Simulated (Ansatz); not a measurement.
Crystal: HfB.

```
CELL_PARAMETERS angstrom
0.00000 2.27878 2.27878
2.27878 0.00000 2.27878
2.27878 2.27878 0.00000
ATOMIC_POSITIONS crystal
Hf 0.50000 0.50000 0.50000
B 0.00000 0.00000 0.00000
```

The cell isn't the ideal one: volume scaled by 0.96.

| Item | Value |
| --- | --- |
| Program | Ansatz 0.2.0 |
| Task | relaxation of cell and atoms |
| Functional | PBEsol |
| Potentials or basis | all-electron LAPW, scalar-relativistic |
| Basis error allowed | 0.001 eV/atom |
| k mesh | 10 × 10 × 10 |
| Occupations | fermi-dirac, width 0.15 eV |
| Spin | no spin polarisation |

At the start: volume 11.83 Å³/atom.

Question: How do energy, volume and symmetry change on relaxing?

Answer: Over 5 steps the energy falls by 185.7 meV/atom and the volume is 13.74 Å³/atom (+16.1 %); space group Fm-3m (No. 225, to 0.05 Å).

The path:
```csv
step,energy change (eV),largest force (eV/Å),volume (Å³)
1,0.0000,0.0000,23.67
2,-0.3708,0.0000,27.30
3,-0.3714,0.0000,27.44
4,-0.3714,0.0000,27.47
5,-0.3714,0.0000,27.47
```

Final structure:
```
Hf B
1.0
     0.00000    2.39493    2.39493
     2.39493    0.00000    2.39493
     2.39493    2.39493    0.00000
Hf B
1 1
Direct
  0.50000 0.50000 0.50000
  0.00000 0.00000 0.00000
```
